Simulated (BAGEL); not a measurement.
# One shape, several levels: triplet Si2NH6Cl

We compute a comparison of 3 runs (UHF/STO-3G, ROHF/6-31G*, UHF/6-31G*) of triplet Si2NH6Cl. 

The results are computed with BAGEL 1.2.2.

1 further run of the same task is left out (set aside as unsound or not needed).

### 1 The molecule

Si2NH6Cl: 10 atoms, total charge 0, spin state triplet. As SMILES of the parent species, `N[SiH]([SiH3])Cl`. The coordinates come from a PBE0-D4/def2-TZVP relaxation. This is one conformer, not always the lowest. That shape belongs to the parent species and isn't relaxed for this state.

Bond lengths: N1–Si2 1.706 Å, Si2–Si3 2.336 Å, Si2–Cl4 2.083 Å, N1–H5 1.008 Å, N1–H6 1.008 Å, Si2–H7 1.482 Å, Si3–H8 1.486 Å, Si3–H9 1.489 Å, Si3–H10 1.488 Å. Some angles: N1–Si2–Si3 109.4°, N1–Si2–Cl4 114.5°, Si3–Si2–Cl4 106.1°, N1–Si2–H7 107.1°, Si3–Si2–H7 114.7°, Cl4–Si2–H7 105.1°, Si2–N1–H5 120.5°, Si2–N1–H6 120.3°, Si2–Si3–H8 110.2°, Si2–Si3–H9 108.8°.

### 2 The energy at UHF/STO-3G (density fitting with cc-pvqz-jkfit) (run 1)

The input, input.json:

```json
{ "bagel": [

{
  "title": "molecule",
  "basis": "sto-3g",
  "df_basis": "cc-pvqz-jkfit",
  "angstrom": "true",
  "geometry": [
    { "atom": "N", "xyz": [      -0.500400,       1.640400,      -0.476600 ] },
    { "atom": "Si", "xyz": [      -0.088700,       0.024400,      -0.834700 ] },
    { "atom": "Si", "xyz": [       0.678000,      -1.030800,       1.103600 ] },
    { "atom": "Cl", "xyz": [      -1.669600,      -1.135800,      -1.538400 ] },
    { "atom": "H", "xyz": [      -1.066800,       1.857300,       0.327900 ] },
    { "atom": "H", "xyz": [      -0.657600,       2.302300,      -1.220500 ] },
    { "atom": "H", "xyz": [       0.889100,       0.060000,      -1.948200 ] },
    { "atom": "H", "xyz": [       0.872200,      -2.482600,       0.855100 ] },
    { "atom": "H", "xyz": [      -0.336100,      -0.853800,       2.179500 ] },
    { "atom": "H", "xyz": [       1.962900,      -0.432600,       1.555400 ] }
  ]
},

{ "title": "uhf", "nopen": 2 },

{ "title": "print", "file": "orbitals.molden", "orbitals": "true" }

]}
```

Launch:

```
BAGEL_NUM_THREADS=1 BAGEL input.json > input.out
```

Output:

```text
* using 1 threads per process

  ===============================================================
  ===============================================================

  *** Geometry ***

  { "atom" : "N", "xyz" : [     -0.945619,      3.099907,     -0.900643 ] },
  { "atom" : "Si", "xyz" : [     -0.167619,      0.046109,     -1.577354 ] },
  { "atom" : "Si", "xyz" : [      1.281234,     -1.947930,      2.085502 ] },
[... 6 lines of this table left out ...]
  { "atom" : "H", "xyz" : [      3.709343,     -0.817496,      2.939280 ] },

  Number of auxiliary basis functions:      856

  Since a DF basis is specified, we compute 2- and 3-index integrals:
    o Being stored without compression. Storage requirement is 0.010 GB

  Number of basis functions:       38
  Number of electrons      :       58

    * METHOD: MOLECULE                             0.89

  *** Open-shell HF ***

  === Nuclear Repulsion ===
   274.2857916591

      * DIIS with orbital gradients will be used.

  === UHF iteration (sto-3g) ===
      0      -1082.67107518          0.01747777           0.22
      1      -1082.74968494          0.00662316           0.22
      2      -1082.76238700          0.00264838           0.22
[... 17 lines of this table left out ...]
     20      -1082.77345655          0.00000001           0.22
    * SCF iteration converged.

    * S^2 (UHF) is 2.0038

    * Permanent dipole moment:
           (   -0.710300,    -0.864638,    -0.484912) a.u.

    * METHOD: UHF                                  4.83

    * METHOD: PRINT                                0.00

  ===============================================================
```

Run time: 6 s. Hardware: 1 thread of Arm Neoverse V1, shared host; peak memory 0.1 GiB.

### 3 A single-point energy at ROHF/6-31G(d) (density fitting with cc-pvqz-jkfit, spherical functions) (run 2)

input.json, as its differences from that of step 2:

```diff
@@ -4,3 +4,3 @@
   "title": "molecule",
-  "basis": "sto-3g",
+  "basis": "6-31gs.json",
   "df_basis": "cc-pvqz-jkfit",
@@ -21,3 +21,3 @@
 
-{ "title": "uhf", "nopen": 2 },
+{ "title": "rohf", "nopen": 2 },
```

The basis set 6-31G* is read from a file made from the Basis Set Exchange's data (not shown).

Launch:

```
BAGEL_NUM_THREADS=1 BAGEL input.json > input.out
```

Output:

```text
* using 1 threads per process

  ===============================================================
  ===============================================================

  *** Geometry ***

  { "atom" : "N", "xyz" : [     -0.945619,      3.099907,     -0.900643 ] },
  { "atom" : "Si", "xyz" : [     -0.167619,      0.046109,     -1.577354 ] },
  { "atom" : "Si", "xyz" : [      1.281234,     -1.947930,      2.085502 ] },
[... 6 lines of this table left out ...]
  { "atom" : "H", "xyz" : [      3.709343,     -0.817496,      2.939280 ] },

  Number of auxiliary basis functions:      856

  Since a DF basis is specified, we compute 2- and 3-index integrals:
    o Being stored without compression. Storage requirement is 0.044 GB

  Number of basis functions:       80
  Number of electrons      :       58

    * METHOD: MOLECULE                             0.96

  *** Open-shell HF ***

  === Nuclear Repulsion ===
   274.2857916591

      * DIIS with orbital gradients will be used.

  === ROHF iteration (6-31gs.json) ===
      0      -1094.77432272          0.03683574           0.48
      1      -1094.89127802          0.03337942           0.47
      2      -1094.96604374          0.02435333           0.47
[... 38 lines of this table left out ...]
     41      -1095.07102102          0.00000001           0.46
    * SCF iteration converged.

    * S^2 (ROHF) is 2.0000

    * Permanent dipole moment:
           (   -0.077347,    -0.747412,    -0.393910) a.u.

    * METHOD: ROHF                                20.41

    * METHOD: PRINT                                0.01

  ===============================================================
```

It took 22 s on 1 thread of Arm Neoverse V1, shared host; peak memory 0.19 GiB.

### 4 The energy at UHF/6-31G(d) (density fitting with cc-pvqz-jkfit, spherical functions) (run 3)

input.json, as its differences from that of step 3:

```diff
@@ -21,5 +21,12 @@
 
-{ "title": "rohf", "nopen": 2 },
+{
+  "title": "uhf",
+  "nopen": 2
+},
 
-{ "title": "print", "file": "orbitals.molden", "orbitals": "true" }
+{
+  "title": "print",
+  "file": "orbitals.molden",
+  "orbitals": "true"
+}
```

The basis set 6-31G* is read from a file made from the Basis Set Exchange's data (not shown).

Launch:

```
BAGEL_NUM_THREADS=1 BAGEL input.json > input.out
```

Output:

```text
* using 1 threads per process

  ===============================================================
  ===============================================================

  *** Geometry ***

  { "atom" : "N", "xyz" : [     -0.945619,      3.099907,     -0.900643 ] },
  { "atom" : "Si", "xyz" : [     -0.167619,      0.046109,     -1.577354 ] },
  { "atom" : "Si", "xyz" : [      1.281234,     -1.947930,      2.085502 ] },
[... 6 lines of this table left out ...]
  { "atom" : "H", "xyz" : [      3.709343,     -0.817496,      2.939280 ] },

  Number of auxiliary basis functions:      856

  Since a DF basis is specified, we compute 2- and 3-index integrals:
    o Being stored without compression. Storage requirement is 0.044 GB

  Number of basis functions:       80
  Number of electrons      :       58

    * METHOD: MOLECULE                             0.96

  *** Open-shell HF ***

  === Nuclear Repulsion ===
   274.2857916591

      * DIIS with orbital gradients will be used.

  === UHF iteration (6-31gs.json) ===
      0      -1094.77432272          0.03683574           0.47
      1      -1094.89733919          0.03305680           0.46
      2      -1094.97586699          0.02377431           0.46
[... 37 lines of this table left out ...]
     40      -1095.07377702          0.00000001           0.47
    * SCF iteration converged.

    * S^2 (UHF) is 2.0097

    * Permanent dipole moment:
           (   -0.059715,    -0.756030,    -0.386430) a.u.

    * METHOD: UHF                                 19.77

    * METHOD: PRINT                                0.01

  ===============================================================
```

Run time: 21 s. Hardware: 1 thread of Arm Neoverse V1, shared host; peak memory 0.18 GiB.

### 5 Overview of the runs

```
run                                                                  level   energy (Eh)  dipole moment (D)   ⟨S²⟩  wall time
  1                        UHF/STO-3G (density fitting with cc-pvqz-jkfit)  -1082.773457               3.10  2.004        6 s
  2  ROHF/6-31G* (density fitting with cc-pvqz-jkfit, spherical functions)  -1095.071021               2.16  2.000       22 s
  3   UHF/6-31G* (density fitting with cc-pvqz-jkfit, spherical functions)  -1095.073777               2.16  2.010       21 s
```

### 6 Summary of results

```
            quantity           value
 run 3: total energy  -1095.07378 Eh
run 3: dipole moment          2.16 D
         run 3: ⟨S²⟩           2.010
```

What this shows: The dipole moment (its size) runs from 2.16 D (ROHF/6-31G*) to 3.10 D (UHF/STO-3G). The two ends differ in method and basis. In run 1 the basis is minimal, so the values are rough. All runs together took 49 s, the longest 22 s.
